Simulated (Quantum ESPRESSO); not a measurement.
# Ga2As3 (Pm-3m) in Quantum ESPRESSO: reference runs

How does Ga2As3 come out in PBE? The cell is run as given.

Everything below comes from runs of Quantum ESPRESSO 7.5. Logs are shortened: lines on timing, memory, paths and dates and some standing lists are left out, and cuts for length are marked.

### 1 The crystal as given

It takes space group Pm-3m (No. 221, cubic). The conventional cell has a = 4.976 Å, b = 4.976 Å, c = 4.976 Å, α = 90.00°, β = 90.00°, γ = 90.00°. Ga (site symmetry m-3m) is surrounded by 12 As at 3.52 Å. Ga (site symmetry m-3m) is surrounded by 6 As at 2.49 Å. Around As (site symmetry 4/mmm) lie 2 Ga at 2.49 Å.

The cell was built by a generator and needn't be a form met in nature.

### 2 Single point, PBE

Contents of pw.in:

```
&CONTROL
  calculation = 'scf'
  prefix = 'pwscf'
  outdir = './tmp'
  pseudo_dir = './pseudo'
  tprnfor = .true.
  tstress = .true.
  disk_io = 'nowf'
/
&SYSTEM
  ibrav = 0
  nat = 5
  ntyp = 2
  ecutwfc = 70
  ecutrho = 560
  nbnd = 29
  occupations = 'smearing'
  smearing = 'fd'
  degauss = 0.00367493
/
&ELECTRONS
  conv_thr = 1d-09
  electron_maxstep = 120
  mixing_beta = 0.5
/
ATOMIC_SPECIES
Ga    69.7230 Ga.pbe-dn-kjpaw_psl.1.0.0.UPF
As    74.9216 As.pbe-n-rrkjus_psl.0.2.UPF
CELL_PARAMETERS angstrom
   4.9762400000    0.0000000000    0.0000000000
   0.0000000000    4.9762400000    0.0000000000
   0.0000000000    0.0000000000    4.9762400000
ATOMIC_POSITIONS crystal
Ga     0.0000000000    0.0000000000    0.0000000000
Ga     0.5000000000    0.5000000000    0.5000000000
As     0.0000000000    0.5000000000    0.5000000000
As     0.5000000000    0.0000000000    0.5000000000
As     0.5000000000    0.5000000000    0.0000000000
K_POINTS automatic
6 6 6 0 0 0
```

Potentials or basis: SSSP 1.3 efficiency PBE.

Started as:

```console
OMP_NUM_THREADS=1 pw.x -in pw.in > pw.out
```

pw.out:

```text
This program is part of the open-source Quantum ESPRESSO suite
     for quantum simulation of materials; please cite
         "P. Giannozzi et al., J. Phys.:Condens. Matter 21 395502 (2009);
         "P. Giannozzi et al., J. Phys.:Condens. Matter 29 465901 (2017);
         "P. Giannozzi et al., J. Chem. Phys. 152 154105 (2020);
     in publications or presentations arising from this work. More details at

     file Ga.pbe-dn-kjpaw_psl.1.0.0.UPF: wavefunction(s)  4S renormalized
     Message from routine setup:
     using ibrav=0 with symmetry is DISCOURAGED, use correct ibrav instead

     G-vector sticks info
     --------------------
     sticks:   dense  smooth     PW     G-vecs:    dense   smooth      PW
     Sum        3945    1969    561               186311    65795   10059

     Using Slab Decomposition

     bravais-lattice index     =            0
     lattice parameter (alat)  =       9.4037  a.u.
     unit-cell volume          =     831.5733 (a.u.)^3
     number of atoms/cell      =            5
     number of atomic types    =            2
     number of electrons       =        41.00
     number of Kohn-Sham states=           29
     kinetic-energy cutoff     =      70.0000  Ry
     charge density cutoff     =     560.0000  Ry
     scf convergence threshold =      1.0E-09
     mixing beta               =       0.5000
     number of iterations used =            8  plain     mixing
     Exchange-correlation= PBE
                           (   1   4   3   4   0   0   0)

     celldm(1)=   9.403731  celldm(2)=   0.000000  celldm(3)=   0.000000
     celldm(4)=   0.000000  celldm(5)=   0.000000  celldm(6)=   0.000000

     crystal axes: (cart. coord. in units of alat)
               a(1) = (   1.000000   0.000000   0.000000 )
               a(2) = (   0.000000   1.000000   0.000000 )
               a(3) = (   0.000000   0.000000   1.000000 )

     reciprocal axes: (cart. coord. in units 2 pi/alat)
               b(1) = (  1.000000  0.000000  0.000000 )
               b(2) = (  0.000000  1.000000  0.000000 )
               b(3) = (  0.000000  0.000000  1.000000 )

     PseudoPot. # 1 for Ga read from file:
     Ga.pbe-dn-kjpaw_psl.1.0.0.UPF
     Pseudo is Projector augmented-wave + core cor, Zval = 13.0
     Generated using "atomic" code by A. Dal Corso  v.5.1
     Shape of augmentation charge: PSQ
     Using radial grid of 1205 points,  6 beta functions with:
                l(1) =   0
                l(2) =   0
                l(3) =   1
                l(4) =   1
                l(5) =   2
                l(6) =   2
     Q(r) pseudized with 0 coefficients

     PseudoPot. # 2 for As read from file:
     As.pbe-n-rrkjus_psl.0.2.UPF
     Pseudo is Ultrasoft + core correction, Zval =  5.0
     Generated using "atomic" code by A. Dal Corso  v.5.0.99 svn rev. 10869
     Using radial grid of 1209 points,  4 beta functions with:
                l(1) =   0
                l(2) =   0
                l(3) =   1
                l(4) =   1
     Q(r) pseudized with 0 coefficients

     atomic species   valence    mass     pseudopotential
     Ga               13.00    69.72300     Ga( 1.00)
     As                5.00    74.92160     As( 1.00)

     48 Sym. Ops., with inversion, found

   Cartesian axes

     site n.     atom                  positions (alat units)
         1        Ga     tau(   1) = (   0.0000000   0.0000000   0.0000000  )
         2        Ga     tau(   2) = (   0.5000000   0.5000000   0.5000000  )
         3        As     tau(   3) = (   0.0000000   0.5000000   0.5000000  )
         4        As     tau(   4) = (   0.5000000   0.0000000   0.5000000  )
         5        As     tau(   5) = (   0.5000000   0.5000000   0.0000000  )

     number of k points=    20  Fermi-Dirac smearing, width (Ry)=  0.0037
                       cart. coord. in units 2pi/alat
        k(    1) = (   0.0000000   0.0000000   0.0000000), wk =   0.0092593
        k(    2) = (   0.0000000   0.0000000   0.1666667), wk =   0.0555556
        k(    3) = (   0.0000000   0.0000000   0.3333333), wk =   0.0555556
        k(    4) = (   0.0000000   0.0000000  -0.5000000), wk =   0.0277778
        k(    5) = (   0.0000000   0.1666667   0.1666667), wk =   0.1111111
        k(    6) = (   0.0000000   0.1666667   0.3333333), wk =   0.2222222
[... 12 lines left out ...]
        k(   19) = (   0.3333333  -0.5000000  -0.5000000), wk =   0.0555556
        k(   20) = (  -0.5000000  -0.5000000  -0.5000000), wk =   0.0092593

     Dense  grid:   186311 G-vectors     FFT dimensions: (  72,  72,  72)

     Smooth grid:    65795 G-vectors     FFT dimensions: (  54,  54,  54)

     Initial potential from superposition of free atoms

     starting charge      40.9934, renormalised to      41.0000
     Starting wfcs are   30 randomized atomic wfcs

     Self-consistent Calculation

     iteration #  1     ecut=    70.00 Ry     beta= 0.50
     Davidson diagonalization with overlap
     ethr =  1.00E-02,  avg # of iterations =  4.8

     Threshold (ethr) on eigenvalues was too large:
     Diagonalizing with lowered threshold

     Davidson diagonalization with overlap
     ethr =  6.43E-05,  avg # of iterations = 11.8

     total energy              =    -610.20785822 Ry
     estimated scf accuracy    <       0.04810537 Ry

     iteration #  2     ecut=    70.00 Ry     beta= 0.50
     Davidson diagonalization with overlap
     ethr =  1.17E-04,  avg # of iterations =  2.0
[... 18 lines left out ...]
     iteration #  5     ecut=    70.00 Ry     beta= 0.50
     Davidson diagonalization with overlap
     ethr =  8.06E-07,  avg # of iterations =  4.2

     total energy              =    -610.21661890 Ry
     estimated scf accuracy    <       0.00000510 Ry

     iteration #  6     ecut=    70.00 Ry     beta= 0.50
     Davidson diagonalization with overlap
     c_bands:  1 eigenvalues not converged
     c_bands:  1 eigenvalues not converged
     ethr =  1.24E-08,  avg # of iterations = 11.8

     total energy              =    -610.21665337 Ry
     estimated scf accuracy    <       0.00000244 Ry

     iteration #  7     ecut=    70.00 Ry     beta= 0.50
     Davidson diagonalization with overlap
     ethr =  5.96E-09,  avg # of iterations =  3.1

     total energy              =    -610.21665359 Ry
     estimated scf accuracy    <       0.00000061 Ry
[... 26 lines left out ...]
     total energy              =    -610.21665376 Ry
     estimated scf accuracy    <       0.00000001 Ry

     iteration # 12     ecut=    70.00 Ry     beta= 0.50
     Davidson diagonalization with overlap
     ethr =  3.36E-11,  avg # of iterations =  4.6

     End of self-consistent calculation

          k = 0.0000 0.0000 0.0000 (  8217 PWs)   bands (ev):

    -9.2636  -9.2636  -9.0661  -9.0661  -9.0661  -8.6814  -8.6814  -8.6798
    -8.6798  -8.6798  -6.9737  -3.4371  -3.4371   1.1642   1.1642   1.1642
     1.2164   4.5783   5.8706   5.8706   5.8706   5.9265   5.9265   5.9265
    10.7367  10.7367  10.7367  11.0303  11.0312

          k = 0.0000 0.0000 0.1667 (  8241 PWs)   bands (ev):

    -9.2633  -9.2529  -9.0669  -9.0669  -9.0660  -8.6812  -8.6808  -8.6801
    -8.6801  -8.6798  -6.8541  -3.7923  -3.4250   0.6326   1.2669   1.2669
     2.1848   4.0332   5.4734   5.4734   5.6749   5.9772   5.9772   6.7994
     9.8434  10.3348  10.3348  11.3262  11.7133
[... 43 lines left out ...]
          k = 0.0000 0.3333-0.5000 (  8228 PWs)   bands (ev):

    -9.2468  -9.2009  -9.0725  -9.0695  -9.0686  -8.6840  -8.6808  -8.6805
    -8.6798  -8.6778  -5.7623  -4.8776  -4.2881  -0.0357   0.5255   1.9964
     3.9764   4.2415   4.7022   5.1241   5.1835   5.8410   7.1589   8.1171
     8.5032   9.0856  10.7798  11.3749  12.6610

          k = 0.0000-0.5000-0.5000 (  8260 PWs)   bands (ev):

    -9.2445  -9.1912  -9.0736  -9.0696  -9.0696  -8.6849  -8.6807  -8.6807
    -8.6796  -8.6772  -5.3503  -4.8381  -4.8381  -0.1573   0.3547   2.1405
     4.2148   4.2148   4.6952   4.8485   4.8485   6.6605   7.7098   7.7328
     9.0864   9.0864  10.6518  11.2997  11.2997

          k = 0.1667 0.1667 0.1667 (  8262 PWs)   bands (ev):

    -9.2467  -9.2467  -9.0678  -9.0678  -9.0677  -8.6808  -8.6806  -8.6806
    -8.6802  -8.6802  -6.6160  -3.8748  -3.8748  -0.2139   1.7367   2.1999
     2.1999   4.2510   4.6284   4.6284   6.2622   6.2622   6.2824   7.0971
     8.5001  10.3165  10.3165  11.7213  11.7213
[... 22 lines left out ...]
          k = 0.1667 0.3333-0.5000 (  8210 PWs)   bands (ev):

    -9.2341  -9.2006  -9.0725  -9.0705  -9.0695  -8.6839  -8.6818  -8.6813
    -8.6792  -8.6777  -5.6481  -4.8467  -4.3119  -0.9120   0.6194   3.1507
     3.1513   3.5899   4.4872   5.4391   5.8141   6.4585   7.1992   8.4967
     8.6810   9.5978  10.5220  11.1383  12.6160

          k = 0.1667-0.5000-0.5000 (  8208 PWs)   bands (ev):

    -9.2311  -9.1912  -9.0735  -9.0705  -9.0705  -8.6848  -8.6817  -8.6817
    -8.6789  -8.6772  -5.2395  -4.8091  -4.8091  -1.0826   0.4999   3.3067
     3.3067   3.3692   4.0107   5.9407   5.9407   6.6782   7.7246   8.5784
     9.3171   9.3171  10.6846  11.0732  11.0732

          k = 0.3333 0.3333 0.3333 (  8204 PWs)   bands (ev):

    -9.2106  -9.2106  -9.0715  -9.0714  -9.0714  -8.6834  -8.6828  -8.6828
    -8.6781  -8.6781  -5.6329  -4.4844  -4.4844  -1.6378   0.8462   2.7766
     2.7766   4.0128   4.8609   4.8609   7.1190   7.1190   7.1702   7.7868
     9.1771  10.3104  10.3104  12.0799  12.0799

          k = 0.3333 0.3333-0.5000 (  8194 PWs)   bands (ev):

    -9.2105  -9.1980  -9.0724  -9.0723  -9.0714  -8.6840  -8.6836  -8.6829
    -8.6780  -8.6775  -5.3213  -4.7824  -4.4559  -1.9020   0.8206   2.5297
     2.7958   3.5157   4.9061   5.8618   6.9347   7.1869   7.3807   9.1761
     9.1981  10.3153  10.4830  10.5196  11.9313

          k = 0.3333-0.5000-0.5000 (  8224 PWs)   bands (ev):

    -9.2045  -9.1911  -9.0733  -9.0723  -9.0723  -8.6848  -8.6837  -8.6837
    -8.6777  -8.6771  -4.9432  -4.7491  -4.7491  -2.2667   0.9137   2.5211
     2.5211   2.9093   5.4019   6.7141   7.1696   7.1696   7.7546   9.8142
     9.8142  10.0296  10.4490  10.6364  10.6364

          k =-0.5000-0.5000-0.5000 (  8240 PWs)   bands (ev):

    -9.1911  -9.1911  -9.0732  -9.0732  -9.0732  -8.6847  -8.6847  -8.6847
    -8.6771  -8.6771  -4.7181  -4.7181  -4.7181  -2.8122   1.3252   2.2392
     2.2392   2.2392   6.7324   6.7324   7.7699   7.7699   7.7699   9.7301
     9.7301   9.7301  10.8178  10.8178  10.8178

     the Fermi energy is     5.7641 ev

!    total energy              =    -610.21665376 Ry
     estimated scf accuracy    <          2.9E-11 Ry
     smearing contrib. (-TS)   =      -0.00348299 Ry
     internal energy E=F+TS    =    -610.21317078 Ry

     The total energy is F=E-TS. E is the sum of the following terms:
     one-electron contribution =    -250.14781577 Ry
     hartree contribution      =     156.81222316 Ry
     xc contribution           =    -103.51121722 Ry
     ewald contribution        =    -190.86397668 Ry
     one-center paw contrib.   =    -222.50238427 Ry

     convergence has been achieved in  12 iterations

     Forces acting on atoms (cartesian axes, Ry/au):

     atom    1 type  1   force =     0.00000000    0.00000000    0.00000000
     atom    2 type  1   force =     0.00000000    0.00000000    0.00000000
     atom    3 type  2   force =     0.00000000    0.00000000    0.00000000
     atom    4 type  2   force =     0.00000000    0.00000000    0.00000000
     atom    5 type  2   force =     0.00000000    0.00000000    0.00000000

     Total force =     0.000000     Total SCF correction =     0.000000

     Computing stress (Cartesian axis) and pressure

          total   stress  (Ry/bohr**3)                   (kbar)     P=        1.52
   0.00001032   0.00000000   0.00000000            1.52        0.00        0.00
   0.00000000   0.00001032   0.00000000            0.00        1.52        0.00
   0.00000000   0.00000000   0.00001032            0.00        0.00        1.52

=------------------------------------------------------------------------------=
   JOB DONE.
=------------------------------------------------------------------------------=
```

It took 6 min on 1 thread of Arm Neoverse N1, shared host; peak memory 0.73 GiB.

What came out:

- Free energy: -8302.4205 eV
- Pressure: 0.2 GPa
- Band gap on the k mesh: none (metal or under the smearing width)
